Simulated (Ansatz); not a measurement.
# CH5NSeSi: one species, many methods

The task here is to estimate one member of a computed series from the others.

The runs use Ansatz 0.2.0, Gaussian basis; functionals in def2-TZVPP, the program's frozen cores in correlated methods.

The runs, in order: PBE-D4, r2SCAN-D4, PBE0-D4, B3LYP-D4, ωB97X-V, ωB97M-V, B2PLYP; CCSD(T)/def2-TZVPP; MP2/def2-QZVPP; extrapolation to the limit.

### The relaxed structure

The geometry comes from an earlier relaxation with PBE0-D4 in a triple-zeta def2 set; it is a stationary point, not always the lowest conformer.

SMILES `N=C([SiH3])[SeH]`, 9 atoms, charge 0, spin multiplicity 1.

Atoms are counted from 1 here; the program's logs count them from 0.

Bond lengths: N1–C2 1.265 Å, N1–H5 1.020 Å, C2–Si3 1.893 Å, C2–Se4 1.922 Å, Si3–H6 1.486 Å, Si3–H7 1.484 Å, Si3–H8 1.484 Å, Se4–H9 1.470 Å. Angles: C2–N1–H5 111.5°, N1–C2–Si3 126.7°, N1–C2–Se4 116.2°, Si3–C2–Se4 117.1°, C2–Si3–H6 107.2°, C2–Si3–H7 109.6°, C2–Si3–H8 109.6°, H6–Si3–H7 110.6°, H6–Si3–H8 110.6°, H7–Si3–H8 109.2°, C2–Se4–H9 94.8°.

The first run:

Contents of in.yaml:

```yaml
crystal:
  periodic: [false, false, false]
  atoms:
    - {symbol: N, position_ang: [-0.713396, 0.868523, -1.610384]}
    - {symbol: C, position_ang: [-0.538685, 0.493063, -0.415473]}
    - {symbol: Si, position_ang: [0.819708, -0.661494, 0.220749]}
    - {symbol: Se, position_ang: [-1.786847, 1.173620, 0.877300]}
    - {symbol: H, position_ang: [-0.013659, 0.467119, -2.234915]}
    - {symbol: H, position_ang: [1.646187, -1.054372, -0.950031]}
    - {symbol: H, position_ang: [0.204511, -1.856967, 0.849833]}
    - {symbol: H, position_ang: [1.646671, 0.049155, 1.227956]}
    - {symbol: H, position_ang: [-1.175991, 0.475054, 2.017766]}
basis:
  gaussian: {orbitals: def2-TZVPP}
hamiltonian: {xc: pbe, dispersion: d4}
output: {forces: true, orbitals: {seedname: orbitals}}
```

Command:

```sh
> ansatz run in.yaml --threads 4 --pin off --events-out ev --progress --plain --max-ram 10444MiB
```

Among the steps run: PBE-D4 (GGA); r2SCAN-D4 (meta-GGA); PBE0-D4 (hybrid); B3LYP-D4 (hybrid); ωB97X-V (range-separated); ωB97M-V (range-separated); B2PLYP (double hybrid); CCSD(T) in def2-TZVPP; MP2 in def2-QZVPP.

One of the session's tables, all rows but one given; the rest of the session is left out.

| method | atomisation energy (kcal/mol) |
| --- | --- |
| PBE-D4 | 709.9 |
| r2SCAN-D4 | 693.9 |
| PBE0-D4 | ? |
| B3LYP-D4 | 696.4 |
| ωB97X-V | 697.5 |
| ωB97M-V | 693.7 |
| B2PLYP | 684.8 |
| HF/def2-TZVPP | 468.6 |
| MP2/def2-TZVPP | 678.2 |
| CCSD/def2-TZVPP | 658.4 |
| CCSD(T)/def2-TZVPP | 672.1 |
| MP2/CBS | 700.4 |
| CCSD(T)/CBS | 694.3 |

Estimate the missing values for PBE0-D4.

As computed: atomisation energy (kcal/mol): 692.3. In the column «atomisation energy (kcal/mol)» it lies between B2PLYP (684.8) and ωB97M-V (693.7).
